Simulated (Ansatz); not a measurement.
A run of Ansatz 0.2.0 is set up as follows.

The input input.yaml:

```yaml
crystal:
  lattice:
    - [3.42009, 0.0, 0.0]
    - [0.0, 3.42009, 0.0]
    - [0.0, 0.0, 3.42009]
  atoms:
    - { symbol: Ta, position: [0.5, 0.5, 0.5] }
    - { symbol: Te, position: [0.0, 0.0, 0.0] }
hamiltonian:
  xc: pbe
  pseudopotentials: { kind: paw }
kpoints:
  mp_grid: { grid: [8, 8, 8] }
scf:
  occupations: { method: fermi_dirac, width: 0.05 }
output:
  forces: true
  stress: true
  eigenvalues: true
  write_density: true
  write_potential: true
  elf: true
  volumetric_format: npy
```

Potentials or basis: Ansatz PAW.

Run with:

```bash
$ ansatz run input.yaml --threads 2 --pin off --max-ram 5632MiB --backend cpu --events-out ev --progress --plain --runs-dir out
```

(1) Predict the band gap on the k mesh.

(2) What does it give for the pressure?

Results:

(1) none (metal or under the smearing width).

(2) 0.1 GPa.
